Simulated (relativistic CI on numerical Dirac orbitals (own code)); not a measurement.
**Ge²⁰⁺: how the levels respond to the fine-structure constant and the nuclear radius**

Aim: the factor q = dE/dx of each excitation energy, x = (α/α0)² − 1, by finite differences, and the field-shift factor by the mean square nuclear radius, for the lowest 30 levels.

The numbers are computed with relativistic CI on numerical Dirac orbitals (own code) version 2 (Dirac-Coulomb-Breit CI, KLI orbitals optimised for each configuration, derivatives by finite differences), except any that are marked as measured or tabulated.

**1. The system**

* ion: Ge²⁰⁺ (Ge XXI)
* nuclear charge: 32
* electrons: 12
* isotope: A = 74
* first configuration: [Ne] 3s2

Outer shells as boxes (Hund's rule):

[Ne] 3s2
```
[Ne] core
3s [↑↓]
```

**2. The run**

Settings of the run:

```ini
atom Ge  Z=32  charge=20  electrons=12
nucleus A=74  rms_radius_fm=4.0742
hamiltonian dirac-coulomb  breit=on  qed=off  c_scale=1
orbitals kli  potential=per-configuration
slater_scale 1
correlation none
mixing on
configurations
  [Ne] 3s2
  [Ne] 3s 3p
  [Ne] 3p2
  [Ne] 3s 3d
  [Ne] 3d2
  [Ne] 3p 3d
  [Ne] 3p 4s
  [Ne] 3d 4s
end
derivatives alpha2 +-0.01 radius +-1%
```

The program writes no log. Results of the run, from its result record (rounded, main fields):

```text
{
  "status": "converged",
  "levels [i, E_cm, J2, conf, term, w_term]": [
    [0, 0, 0, "3s2", "1S", 0.9781],
    [1, 326637.58, 0, "3s 3p", "3P*", 0.9972],
    [2, 341253.61, 2, "3s 3p", "3P*", 0.9729],
    [3, 383401.57, 4, "3s 3p", "3P*", 0.9969],
    [4, 515435.06, 2, "3s 3p", "1P*", 0.9537],
    [5, 783103.82, 0, "3p2", "3P", 0.9124],
    [6, 811500.08, 4, "3p2", "1D", 0.6176],
    [7, 818079.76, 2, "3p2", "3P", 0.9967],
    [8, 868366.8, 4, "3p2", "3P", 0.765],
    [9, 970793.71, 2, "3s 3d", "3D", 1],
    [10, 972820.8, 0, "3p2", "1S", 0.8791],
    [11, 974435.58, 4, "3s 3d", "3D", 0.9986],
    [12, 980230.74, 6, "3s 3d", "3D", 1],
    [13, 1095524.5, 4, "3s 3d", "1D", 0.7733],
    [14, 1320993.2, 4, "3p 3d", "3F*", 0.8196],
    [15, 1349538.4, 6, "3p 3d", "3F*", 0.9494],
    [16, 1367094.4, 4, "3p 3d", "1D*", 0.652],
    [17, 1385580.4, 8, "3p 3d", "3F*", 1],
    [18, 1401753.8, 2, "3p 3d", "3D*", 0.7499],
    [19, 1414323.1, 4, "3p 3d", "3D*", 0.4594],
    [20, 1439853, 6, "3p 3d", "3D*", 0.9385],
    [21, 1443528.9, 0, "3p 3d", "3P*", 0.9972],
    [22, 1443957.2, 2, "3p 3d", "3P*", 0.772],
    [23, 1445709, 4, "3p 3d", "3P*", 0.5161],
    [24, 1540094.6, 6, "3p 3d", "1F*", 0.9713],
    [25, 1557476.3, 2, "3p 3d", "1P*", 0.9387],
    [26, 1960203.9, 4, "3d2", "3F", 0.9882],
    [27, 1966495.1, 6, "3d2", "3F", 1],
    [28, 1973637.7, 8, "3d2", "3F", 0.9946],
    [29, 2011298.2, 4, "3d2", "1D", 0.5905]
  ],
  "sensitivity [i, q_alpha_cm, field_shift_GHz_per_fm2]": [
    [0, 0, 0],
    [1, 1.177e+04, -49.6],
    [2, 2.324e+04, -49.73],
    [3, 7.033e+04, -49.97],
    [4, 6.17e+04, -51.87],
    [5, 3.856e+04, -101.8],
    [6, 8.373e+04, -94.08],
    [7, 8.511e+04, -102.3],
    [8, 1.374e+05, -98.84],
    [9, 7.41e+04, -48.86],
    [10, 1.313e+05, -100.9],
    [11, 7.767e+04, -48.9],
    [12, 8.349e+04, -48.82],
    [13, 8.929e+04, -61.85],
    [14, 8.801e+04, -100.9],
    [15, 1.143e+05, -101],
    [16, 1.185e+05, -101],
    [17, 1.561e+05, -101.2],
    [18, 9.994e+04, -100.8],
    [19, 1.305e+05, -101],
    [20, 1.454e+05, -101.1],
    [21, 1.47e+05, -101.1],
    [22, 1.476e+05, -101.1],
    [23, 1.51e+05, -101.1],
    [24, 1.415e+05, -101],
    [25, 1.441e+05, -100.2],
    [26, 1.527e+05, -99.77],
    [27, 1.595e+05, -99.74],
    [28, 1.663e+05, -99.72],
    [29, 1.573e+05, -99.66]
  ],
  "n_levels_all": 30,
  "configurations [conf, odd, states]": [
    ["3s2", 0, 1],
    ["3s 3p", 1, 12],
    ["3p2", 0, 15],
    ["3s 3d", 0, 20],
    ["3d2", 0, 45],
    ["3p 3d", 1, 60],
    ["3p 4s", 1, 12],
    ["3d 4s", 0, 20]
  ]
}
```

It took 0.51 s on 1 thread, shared host.

The relative sensitivity K = 2q/E of the transition from the lowest level:

```
                level  energy (eV)  q (cm⁻¹)      K  field shift (GHz/fm²)
           3s 3p 3P°0        40.50     11770  0.072                  -49.6
           3s 3p 3P°1        42.31     23240  0.136                  -49.7
           3s 3p 3P°2        47.54     70330  0.367                    -50
           3s 3p 1P°1        63.91     61700  0.239                  -51.9
              3p2 3P0        97.09     38560  0.098                   -102
3p2 [3p1/2 3p3/2] J=2       100.61     83730  0.206                  -94.1
              3p2 3P1       101.43     85110  0.208                   -102
              3p2 3P2       107.66    137400  0.316                  -98.8
            3s 3d 3D1       120.36     74100  0.153                  -48.9
              3p2 1S0       120.61    131300  0.270                   -101
            3s 3d 3D2       120.81     77670  0.159                  -48.9
            3s 3d 3D3       121.53     83490  0.170                  -48.8
            3s 3d 1D2       135.83     89290  0.163                  -61.9
           3p 3d 3F°2       163.78     88010  0.133                   -101
           3p 3d 3F°3       167.32    114300  0.169                   -101
           3p 3d 1D°2       169.50    118500  0.173                   -101
           3p 3d 3F°4       171.79    156100  0.225                   -101
```

**3. Outcome**

| quantity | value |
| --- | --- |
| lowest level | 3s2 1S0 |
| largest q in size, lowest 30 levels | 166300 cm⁻¹ (3d2 3F4) |
| largest field-shift factor among them | -102 GHz/fm² (3p2 3P1) |

In words: Among these levels the largest q belongs to 3d2 3F4, a change of configuration. K = 2q/E, the relative sensitivity of a level, hangs on the computed energy: between configurations that lie close it can be off by a factor of several.
